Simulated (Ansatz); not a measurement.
# ClH7SiSn (built from SMILES Cl.[SiH3][SnH3]): search for a transition state

Wanted: the transition state of a four-centre ligand exchange (form Sn1–Cl7, Si2–H6 and break Sn1–Si2, H6–Cl7). The guess is relaxed with those distances held, a saddle search follows, and vibrations and two downhill relaxations check it.

Computed with Ansatz 0.2.0, Gaussian basis. Level: PBE0-D4, def2-SVP first, then def2-TZVP.

143 further runs of the same task are left out: 143 set aside as unsound or not needed.

## (1) Where the work starts

The guess: 10 atoms, charge 0, spin multiplicity 1.

Atoms are counted from 1 here; the program's logs count them from 0.

Bond lengths: Sn1–Si2 3.013 Å, Sn1–H3 1.720 Å, Sn1–H4 1.720 Å, Sn1–H5 1.773 Å, Si2–H6 1.612 Å, Si2–H8 1.462 Å, Si2–H9 1.463 Å, Si2–H10 1.463 Å. Angles: Si2–Sn1–H3 120.2°, Si2–Sn1–H4 120.9°, Si2–Sn1–H5 90.3°, H3–Sn1–H4 110.4°, H3–Sn1–H5 104.9°, H4–Sn1–H5 104.8°, Sn1–Si2–H6 50.9°, Sn1–Si2–H8 146.3°, Sn1–Si2–H9 90.9°, Sn1–Si2–H10 91.6°, H6–Si2–H8 95.4°, H6–Si2–H9 118.4°, H6–Si2–H10 117.8°, H8–Si2–H9 107.8°, H8–Si2–H10 108.0°, H9–Si2–H10 107.8°.

Geometry (Å):

```
Sn   -0.85890    1.03800   -0.62120
Si    0.60280   -1.37900    0.42760
H    -0.15080    2.01030   -1.85060
H    -1.83370    2.00160    0.41770
H    -2.00550   -0.01200   -1.47380
H     0.91020    0.18320    0.68070
Cl    1.48860    1.86720    1.13250
H     1.72430   -1.87150    1.22670
H     0.75270   -1.90670   -0.92840
H    -0.62980   -1.93120    0.98870
```

Distances that are to change: Sn1–Cl7 3.05 Å, Si2–H6 1.61 Å, Sn1–Si2 3.01 Å, H6–Cl7 1.84 Å.

## (2) Constrained relaxation of the guess

Input file hold/in.yaml:

```yaml
crystal:
  periodic: [false, false, false]
  atoms:
    - {symbol: Sn, position_ang: [-0.858900, 1.038000, -0.621200]}
    - {symbol: Si, position_ang: [0.602800, -1.379000, 0.427600]}
    - {symbol: H, position_ang: [-0.150800, 2.010300, -1.850600]}
    - {symbol: H, position_ang: [-1.833700, 2.001600, 0.417700]}
    - {symbol: H, position_ang: [-2.005500, -0.012000, -1.473800]}
    - {symbol: H, position_ang: [0.910200, 0.183200, 0.680700]}
    - {symbol: Cl, position_ang: [1.488600, 1.867200, 1.132500]}
    - {symbol: H, position_ang: [1.724300, -1.871500, 1.226700]}
    - {symbol: H, position_ang: [0.752700, -1.906700, -0.928400]}
    - {symbol: H, position_ang: [-0.629800, -1.931200, 0.988700]}
basis:
  gaussian: {orbitals: def2-SVP}
hamiltonian: {xc: pbe0, dispersion: d4}
relax: {f_tol: 0.04, max_steps: 150, escape_saddle: false, constraints: [{distance: [0, 6]}, {distance: [1, 5]}, {distance: [0, 1]}, {distance: [5, 6]}]}
```

Started as:

```sh
> ansatz run in.yaml --threads 4 --pin off --events-out ev --progress --plain --max-ram 9574MiB
```

After this run come: A starting Hessian; Saddle search in the small basis; Saddle search in triple zeta; Checking the order of the point; Relaxing after a step of 0.30 Å one way along the mode; Relaxing after a step of 0.30 Å the other way along the mode.

Q: Predict the outcome of this session. Wanted: imaginary mode; barrier from the start side; barrier from the end side; energy of the step; pairs that change; zero-point energy at the saddle.

As calculated:

| quantity | value |
| --- | --- |
| imaginary mode | 974i cm⁻¹ |
| barrier from the start side | 33.9 kcal/mol |
| barrier from the end side | 47.2 kcal/mol |
| energy of the step | -13.3 kcal/mol |
| pairs that change | Sn1–Cl7 formed, Si2–H6 formed, Sn1–Si2 broken, H6–Cl7 broken |
| zero-point energy at the saddle | 1.379 eV |

The point has a single imaginary mode (974i cm⁻¹), as a transition state must. Going downhill both ways gives the intended start and end. At PBE0-D4/def2-TZVP the electronic barrier is 33.9 kcal/mol, about 57 kT at 298 K, and the step runs 13.3 kcal/mol downhill.
